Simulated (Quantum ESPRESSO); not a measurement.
# WAu (F-43m) in Quantum ESPRESSO: equation of state

Aim: energy against volume of WAu in PBE, for its equilibrium volume and stiffness.

All numbers are computed with Quantum ESPRESSO 7.5; they aren't measurements. Logs are shortened: lines on timing, memory, paths and dates and some standing lists are left out, and cuts for length are marked.

## Step 1: Starting point

It takes space group F-43m (No. 216, cubic). The conventional cell has a = 5.496 Å, b = 5.496 Å, c = 5.496 Å, α = 90.00°, β = 90.00°, γ = 90.00°. Around W (site symmetry -43m) lie 4 Au at 2.38 Å. Au (site symmetry -43m) is surrounded by 4 W at 2.38 Å.

The cell was built by a generator and needn't be a form met in nature.

## Step 2: Single point, PBE, 19.51 Å³/atom

pw.in

```
&CONTROL
  calculation = 'scf'
  prefix = 'pwscf'
  outdir = './tmp'
  pseudo_dir = './pseudo'
  tstress = .true.
  disk_io = 'nowf'
/
&SYSTEM
  ibrav = 0
  nat = 2
  ntyp = 2
  ecutwfc = 60
  ecutrho = 440
  nbnd = 24
  occupations = 'smearing'
  smearing = 'fd'
  degauss = 0.00367493
/
&ELECTRONS
  conv_thr = 4d-10
  electron_maxstep = 120
  mixing_beta = 0.5
/
ATOMIC_SPECIES
W    183.8400 W_pbe_v1.2.uspp.F.UPF
Au   196.9666 Au_ONCV_PBE-1.0.oncvpsp.upf
CELL_PARAMETERS angstrom
   0.0000000000    2.6918823101    2.6918823101
   2.6918823101    0.0000000000    2.6918823101
   2.6918823101    2.6918823101    0.0000000000
ATOMIC_POSITIONS crystal
W      0.0000000000    0.0000000000    0.0000000000
Au     0.7500000000    0.7500000000    0.7500000000
K_POINTS automatic
8 8 8 0 0 0
```

Potentials or basis: SSSP 1.3 efficiency PBE.

Launch:

```sh
$ OMP_NUM_THREADS=1 pw.x -in pw.in > pw.out
```

pw.out:

```text
This program is part of the open-source Quantum ESPRESSO suite
     for quantum simulation of materials; please cite
         "P. Giannozzi et al., J. Phys.:Condens. Matter 21 395502 (2009);
         "P. Giannozzi et al., J. Phys.:Condens. Matter 29 465901 (2017);
         "P. Giannozzi et al., J. Chem. Phys. 152 154105 (2020);
     in publications or presentations arising from this work. More details at

     Message from routine setup:
     using ibrav=0 with symmetry is DISCOURAGED, use correct ibrav instead

     G-vector sticks info
     --------------------
     sticks:   dense  smooth     PW     G-vecs:    dense   smooth      PW
     Sum        1561     847    253                40857    16529    2733

     Using Slab Decomposition

     bravais-lattice index     =            0
     lattice parameter (alat)  =       7.1940  a.u.
     unit-cell volume          =     263.2660 (a.u.)^3
     number of atoms/cell      =            2
     number of atomic types    =            2
     number of electrons       =        33.00
     number of Kohn-Sham states=           24
     kinetic-energy cutoff     =      60.0000  Ry
     charge density cutoff     =     440.0000  Ry
     scf convergence threshold =      4.0E-10
     mixing beta               =       0.5000
     number of iterations used =            8  plain     mixing
     Exchange-correlation= PBE
                           (   1   4   3   4   0   0   0)

     celldm(1)=   7.193992  celldm(2)=   0.000000  celldm(3)=   0.000000
     celldm(4)=   0.000000  celldm(5)=   0.000000  celldm(6)=   0.000000

     crystal axes: (cart. coord. in units of alat)
               a(1) = (   0.000000   0.707107   0.707107 )
               a(2) = (   0.707107   0.000000   0.707107 )
               a(3) = (   0.707107   0.707107   0.000000 )

     reciprocal axes: (cart. coord. in units 2 pi/alat)
               b(1) = ( -0.707107  0.707107  0.707107 )
               b(2) = (  0.707107 -0.707107  0.707107 )
               b(3) = (  0.707107  0.707107 -0.707107 )

     PseudoPot. # 1 for W  read from file:
     W_pbe_v1.2.uspp.F.UPF
     Pseudo is Ultrasoft + core correction, Zval = 14.0
     Generated by new atomic code, or converted to UPF format
     Using radial grid of  923 points,  8 beta functions with:
                l(1) =   0
                l(2) =   0
                l(3) =   0
                l(4) =   1
                l(5) =   1
                l(6) =   2
                l(7) =   2
                l(8) =   3
     Q(r) pseudized with  6 coefficients,  rinner =    1.350   1.350   1.350
                                                       1.350   1.350   1.350
                                                       1.350

     PseudoPot. # 2 for Au read from file:
     Au_ONCV_PBE-1.0.oncvpsp.upf
     Pseudo is Norm-conserving, Zval = 19.0
     Generated using ONCVPSP code by D. R. Hamann
     Using radial grid of 1278 points,  8 beta functions with:
                l(1) =   0
                l(2) =   0
                l(3) =   1
                l(4) =   1
                l(5) =   2
                l(6) =   2
                l(7) =   3
                l(8) =   3

     atomic species   valence    mass     pseudopotential
     W                14.00   183.84000     W ( 1.00)
     Au               19.00   196.96660     Au( 1.00)

     24 Sym. Ops. (no inversion) found

   Cartesian axes

     site n.     atom                  positions (alat units)
         1        W      tau(   1) = (   0.0000000   0.0000000   0.0000000  )
         2        Au     tau(   2) = (   1.0606602   1.0606602   1.0606602  )

     number of k points=    29  Fermi-Dirac smearing, width (Ry)=  0.0037
                       cart. coord. in units 2pi/alat
        k(    1) = (   0.0000000   0.0000000   0.0000000), wk =   0.0039062
        k(    2) = (   0.0883883   0.0883883  -0.0883883), wk =   0.0312500
        k(    3) = (   0.1767767   0.1767767  -0.1767767), wk =   0.0312500
        k(    4) = (   0.2651650   0.2651650  -0.2651650), wk =   0.0312500
        k(    5) = (  -0.3535534  -0.3535534   0.3535534), wk =   0.0156250
        k(    6) = (   0.1767767   0.0000000   0.0000000), wk =   0.0234375
[... 21 lines left out ...]
        k(   28) = (  -0.7071068   0.1767767  -0.0000000), wk =   0.0468750
        k(   29) = (  -0.7071068   0.3535534   0.0000000), wk =   0.0234375

     Dense  grid:    40857 G-vectors     FFT dimensions: (  50,  50,  50)

     Smooth grid:    16529 G-vectors     FFT dimensions: (  36,  36,  36)

     Initial potential from superposition of free atoms

     starting charge      32.8996, renormalised to      33.0000

     negative rho (up, down):  6.153E-02 0.000E+00
     Starting wfcs are   23 randomized atomic wfcs +    1 random wfcs

     Self-consistent Calculation

     iteration #  1     ecut=    60.00 Ry     beta= 0.50
     Davidson diagonalization with overlap
     ethr =  1.00E-02,  avg # of iterations =  4.9

     Threshold (ethr) on eigenvalues was too large:
     Diagonalizing with lowered threshold

     Davidson diagonalization with overlap
     ethr =  2.77E-04,  avg # of iterations =  1.3

     negative rho (up, down):  6.367E-02 0.000E+00

     total energy              =    -433.40632971 Ry
     estimated scf accuracy    <       0.09280360 Ry

     iteration #  2     ecut=    60.00 Ry     beta= 0.50
     Davidson diagonalization with overlap
     ethr =  2.81E-04,  avg # of iterations =  2.0
[... 60 lines left out ...]
     iteration #  9     ecut=    60.00 Ry     beta= 0.50
     Davidson diagonalization with overlap
     ethr =  5.43E-12,  avg # of iterations =  2.0

     negative rho (up, down):  6.552E-02 0.000E+00

     End of self-consistent calculation

          k = 0.0000 0.0000 0.0000 (  2085 PWs)   bands (ev):

   -90.1067 -56.1274 -41.5087 -41.5087 -41.5087 -20.4933 -20.4933 -20.4933
     8.9286  10.7295  10.7295  11.1993  11.1993  11.1993  16.9046  16.9046
    16.9046  20.1889  20.1889  27.3262  29.7422  29.7422  29.7422  29.8813

          k = 0.0884 0.0884-0.0884 (  2067 PWs)   bands (ev):

   -90.1067 -56.1282 -41.5091 -41.5091 -41.5072 -20.4980 -20.4918 -20.4918
     9.2292  10.6397  10.6397  11.1508  11.3219  11.3219  16.5426  16.9726
    16.9726  20.1117  20.1117  27.5640  28.1126  29.9641  29.9641  30.3582
[... 13 lines left out ...]
          k =-0.3536-0.3536 0.3536 (  2060 PWs)   bands (ev):

   -90.1067 -56.1328 -41.5116 -41.5116 -41.4989 -20.5241 -20.4831 -20.4831
    10.4216  10.9801  10.9801  11.0232  11.0232  11.9821  15.4650  17.6180
    17.6180  19.8167  19.8167  20.6675  26.7717  27.4278  27.4278  33.2513

          k = 0.1768 0.0000 0.0000 (  2045 PWs)   bands (ev):

   -90.1067 -56.1284 -41.5096 -41.5096 -41.5060 -20.5014 -20.4904 -20.4904
     9.3365  10.4294  10.8638  11.1823  11.1823  11.4116  16.3308  17.0819
    17.0819  19.9131  20.1914  27.7090  28.5753  29.1264  29.1264  30.5418

          k = 0.2652 0.0884-0.0884 (  2058 PWs)   bands (ev):

   -90.1067 -56.1300 -41.5108 -41.5108 -41.5026 -20.5105 -20.4879 -20.4868
     9.9511  10.3110  10.9101  11.1068  11.2370  11.5274  15.8477  17.1787
    17.3492  19.6387  20.1244  26.0357  27.6412  27.8490  28.7928  29.9713
[... 19 lines left out ...]
          k =-0.0884-0.2652 0.2652 (  2060 PWs)   bands (ev):

   -90.1067 -56.1313 -41.5127 -41.5105 -41.5001 -20.5145 -20.4866 -20.4864
    10.3525  10.4123  10.7865  11.0298  11.4476  11.6102  15.7602  17.1031
    17.3400  19.6054  20.1512  23.8839  26.3665  27.7125  29.0802  30.4331

          k = 0.0000-0.1768 0.1768 (  2067 PWs)   bands (ev):

   -90.1067 -56.1293 -41.5107 -41.5095 -41.5044 -20.5048 -20.4903 -20.4888
     9.6905  10.4365  10.7528  11.1100  11.2636  11.5282  16.1496  16.9816
    17.1680  19.8161  20.1704  26.8970  27.4735  28.3731  29.2914  30.6728

          k = 0.3536 0.0000 0.0000 (  2045 PWs)   bands (ev):

   -90.1067 -56.1310 -41.5120 -41.5120 -41.4995 -20.5207 -20.4832 -20.4832
    10.0442  10.5504  11.1213  11.1213  11.2189  11.3969  15.4550  17.6971
    17.6971  19.2269  19.9742  26.2132  26.2132  26.5137  27.7070  29.5503

          k = 0.4419 0.0884-0.0884 (  2062 PWs)   bands (ev):

   -90.1067 -56.1326 -41.5137 -41.5131 -41.4955 -20.5289 -20.4813 -20.4795
    10.0435  10.7707  11.0575  11.2223  11.3920  11.7438  15.2575  17.8739
    18.0104  19.1002  19.9660  23.3906  24.9874  25.2760  28.1932  30.3189
[... 7 lines left out ...]
          k =-0.0884-0.4419 0.4419 (  2072 PWs)   bands (ev):

   -90.1067 -56.1338 -41.5167 -41.5128 -41.4918 -20.5252 -20.4872 -20.4794
    10.1634  10.6260  10.6957  11.1645  11.6874  12.7771  16.0867  17.1222
    17.3190  19.8651  20.1780  20.8543  23.3537  25.4678  28.5999  32.4584

          k = 0.0000-0.3536 0.3536 (  2065 PWs)   bands (ev):

   -90.1067 -56.1328 -41.5156 -41.5116 -41.4949 -20.5196 -20.4875 -20.4830
    10.3746  10.4308  10.8284  10.9891  11.7250  12.1158  16.0854  16.9821
    17.1134  19.6228  20.2516  22.5308  23.8953  27.2610  28.3983  30.8798

          k = 0.5303-0.0000 0.0000 (  2068 PWs)   bands (ev):

   -90.1067 -56.1336 -41.5143 -41.5143 -41.4930 -20.5396 -20.4759 -20.4759
     9.9855  10.8735  11.0362  11.0362  11.6326  12.2498  14.9408  18.4956
    18.8483  18.8483  19.6003  23.2464  23.4169  23.4169  28.1335  29.9378

          k =-0.0884-0.6187 0.6187 (  2072 PWs)   bands (ev):

   -90.1067 -56.1344 -41.5157 -41.5147 -41.4905 -20.5417 -20.4766 -20.4744
    10.0757  10.4831  10.9554  11.1457  11.7559  13.1335  14.8455  17.9874
    18.9531  19.7782  19.9511  21.2290  22.6464  22.6995  28.8475  30.3734

          k = 0.0000-0.5303 0.5303 (  2085 PWs)   bands (ev):

   -90.1067 -56.1345 -41.5172 -41.5141 -41.4896 -20.5342 -20.4828 -20.4759
    10.0452  10.5108  10.7879  11.2311  11.7829  13.2983  15.3678  17.5282
    18.3694  19.7008  20.2116  20.8571  22.1045  23.5518  29.1575  32.1968

          k =-0.7071 0.0000 0.0000 (  2068 PWs)   bands (ev):

   -90.1067 -56.1346 -41.5153 -41.5153 -41.4903 -20.5473 -20.4729 -20.4729
    10.1762  10.4000  10.9951  10.9951  11.8281  13.5351  14.4504  18.1722
    19.3662  20.0150  20.0150  21.6856  21.6856  21.8753  28.6031  29.7955

          k = 0.3536 0.1768 0.0000 (  2054 PWs)   bands (ev):

   -90.1067 -56.1315 -41.5132 -41.5114 -41.4984 -20.5188 -20.4854 -20.4837
    10.1853  10.5533  10.8627  11.1309  11.3899  11.6216  15.5995  17.4053
    17.4623  19.3810  20.1346  24.4660  25.3718  27.0851  28.8280  30.0332

          k =-0.2652-0.4419 0.6187 (  2068 PWs)   bands (ev):

   -90.1067 -56.1331 -41.5152 -41.5125 -41.4942 -20.5239 -20.4865 -20.4803
    10.2666  10.4559  10.8706  11.2347  11.5382  12.2423  15.6893  17.1862
    17.6336  19.5428  20.2116  21.8450  24.3647  25.9105  28.7325  31.5068
[... 13 lines left out ...]
          k =-0.0884-0.4419 0.6187 (  2076 PWs)   bands (ev):

   -90.1067 -56.1344 -41.5169 -41.5144 -41.4897 -20.5313 -20.4866 -20.4748
    10.1037  10.3277  10.8828  11.3924  11.6681  13.1694  15.5794  17.0255
    18.5845  19.8355  20.3632  20.6670  22.3118  23.4601  29.8972  32.1958

          k = 0.0000-0.3536 0.5303 (  2064 PWs)   bands (ev):

   -90.1067 -56.1341 -41.5170 -41.5136 -41.4905 -20.5266 -20.4890 -20.4766
    10.1583  10.3341  10.8517  11.3465  11.6735  12.9574  16.1001  16.5947
    18.0426  19.7467  20.4237  21.0973  22.3871  24.3994  29.8533  32.0948

          k =-0.7071 0.1768-0.0000 (  2076 PWs)   bands (ev):

   -90.1067 -56.1346 -41.5162 -41.5153 -41.4893 -20.5400 -20.4801 -20.4729
    10.1517  10.2614  10.9529  11.2323  11.7892  13.4636  14.9261  17.5826
    19.2040  20.0701  20.3121  20.8895  21.4941  22.4953  29.7803  30.5329

          k =-0.7071 0.3536 0.0000 (  2120 PWs)   bands (ev):

   -90.1067 -56.1347 -41.5170 -41.5153 -41.4885 -20.5304 -20.4898 -20.4729
    10.1270  10.1661  10.9159  11.4991  11.6806  13.3895  15.8926  16.4633
    19.0712  20.1612  20.5815  20.7690  21.1158  22.6427  31.7898  32.1070

     the Fermi energy is    17.8060 ev

!    total energy              =    -433.43592720 Ry
     estimated scf accuracy    <          5.9E-11 Ry
     smearing contrib. (-TS)   =      -0.00114479 Ry
     internal energy E=F+TS    =    -433.43478241 Ry

     The total energy is F=E-TS. E is the sum of the following terms:
     one-electron contribution =    -170.86071662 Ry
     hartree contribution      =      97.06618481 Ry
     xc contribution           =     -66.69305264 Ry
     ewald contribution        =    -292.94719796 Ry

     convergence has been achieved in   9 iterations

     Computing stress (Cartesian axis) and pressure

     negative rho (up, down):  6.552E-02 0.000E+00
          total   stress  (Ry/bohr**3)                   (kbar)     P=      519.68
   0.00353271  -0.00000000   0.00000000          519.68       -0.00        0.00
  -0.00000000   0.00353271   0.00000000           -0.00      519.68        0.00
   0.00000000   0.00000000   0.00353271            0.00        0.00      519.68

=------------------------------------------------------------------------------=
   JOB DONE.
=------------------------------------------------------------------------------=
```

It took 36 s on 1 thread of Arm Neoverse V1, shared host; peak memory 0.33 GiB.

Results:

| Quantity | Value |
| --- | --- |
| Free energy | -5897.1962 eV |
| Pressure | 52.0 GPa |
| Band gap on the k mesh | none (metal or under the smearing width) |

(Continued in part 2 of 2.)
